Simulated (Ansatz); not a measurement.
# F₂HO₂Ta: up Jacob's ladder to CCSD(T)

An exercise on one series of results from a longer session: the logs are not shown, and one member is left open.

Computed with Ansatz 0.2.0, Gaussian basis. Level: functionals in def2-TZVPP, the program's frozen cores in correlated methods.

Plan: LDA (SPW92), PBE-D4, revPBE-D4, BLYP-D4, r2SCAN-D4, B97M-V, PBE0-D4, B3LYP-D4, r2SCANh-D4, r2SCAN0-D4, HSE06-D4, BHLYP-D4, CAM-B3LYP-D4, LC-ωPBE, ωB97X-V, ωB97M-V, B2PLYP, PBE-QIDH; CCSD(T)/def2-SVP; CCSD(T)/def2-TZVPP; MP2/def2-QZVPP; extrapolation to the limit; RPA on PBE.

### The geometry

The geometry comes from an earlier relaxation with PBE0-D4 in a triple-zeta def2 set; it is a stationary point. Ta takes the def2 core potential; no spin-orbit term is included.

SMILES `[O]=[Ta]([OH])([F])[F]`, 6 atoms, charge 0, spin multiplicity 1.

Atoms are counted from 1 here; the program's logs count them from 0.

Bond lengths: O1–Ta2 1.712 Å, Ta2–O3 1.887 Å, Ta2–F4 1.876 Å, Ta2–F5 1.876 Å, O3–H6 0.958 Å. Angles: O1–Ta2–O3 108.1°, O1–Ta2–F4 108.3°, O1–Ta2–F5 108.3°, O3–Ta2–F4 110.1°, O3–Ta2–F5 110.1°, F4–Ta2–F5 111.8°, Ta2–O3–H6 131.2°.

The first run:

File in.yaml:

```yaml
crystal:
  periodic: [false, false, false]
  atoms:
    - {symbol: O, position_ang: [-1.541539, -0.008991, 0.895722]}
    - {symbol: Ta, position_ang: [-0.313877, 0.110847, -0.291932]}
    - {symbol: O, position_ang: [1.329535, -0.345152, 0.516377]}
    - {symbol: F, position_ang: [-0.711227, -1.095876, -1.672744]}
    - {symbol: F, position_ang: [-0.261319, 1.882700, -0.907142]}
    - {symbol: H, position_ang: [1.540428, -0.607628, 1.413620]}
basis:
  gaussian: {orbitals: def2-TZVPP}
hamiltonian: {xc: lda}
output: {orbitals: {seedname: orbitals}}
```

Steps of the session up to this table: LDA; PBE-D4 (GGA); revPBE-D4 (GGA); BLYP-D4 (GGA); r2SCAN-D4 (meta-GGA); B97M-V (meta-GGA); PBE0-D4 (hybrid); B3LYP-D4 (hybrid); r2SCANh-D4 (hybrid); r2SCAN0-D4 (hybrid); HSE06-D4 (hybrid); BHLYP-D4 (hybrid); CAM-B3LYP-D4 (range-separated); LC-ωPBE-D4 (range-separated; the results give it without D4); ωB97X-V (range-separated); ωB97M-V (range-separated); B2PLYP (double hybrid); PBE-QIDH (double hybrid).

One table of the session follows, with a row left open; its other results are not shown here.

It belongs to the step «Orbital energies across the functionals». 

```
  functional  HOMO (eV)  gap (eV)
 LDA (SPW92)      -8.47      6.23
      PBE-D4      -8.20      6.28
   revPBE-D4      -8.10      6.30
     BLYP-D4      -8.09      6.22
   r2SCAN-D4      -8.56      6.82
      B97M-V      -8.58      6.85
     PBE0-D4      -9.84      8.79
    B3LYP-D4      -9.57      8.22
  r2SCANh-D4      -9.18      7.76
  r2SCAN0-D4          ?         ?
    HSE06-D4      -9.43      7.99
    BHLYP-D4     -11.38     11.15
CAM-B3LYP-D4     -11.33     11.26
     LC-ωPBE     -12.68     13.90
     ωB97X-V     -12.31     13.33
     ωB97M-V     -12.25     12.83
```

**Question.** Estimate the row for r2SCAN0-D4.

Worked estimate for «HOMO (eV)». Against the share of exact exchange, r2SCAN-D4 (0, -8.56), r2SCANh-D4 (0.1, -9.18) give a slope of -6.20 per unit share; at 0.25 the line stands at -10.11.

**Answer.** HOMO (eV): -10.11; gap (eV): 9.17. In «HOMO (eV)» the line misses by 0.00.
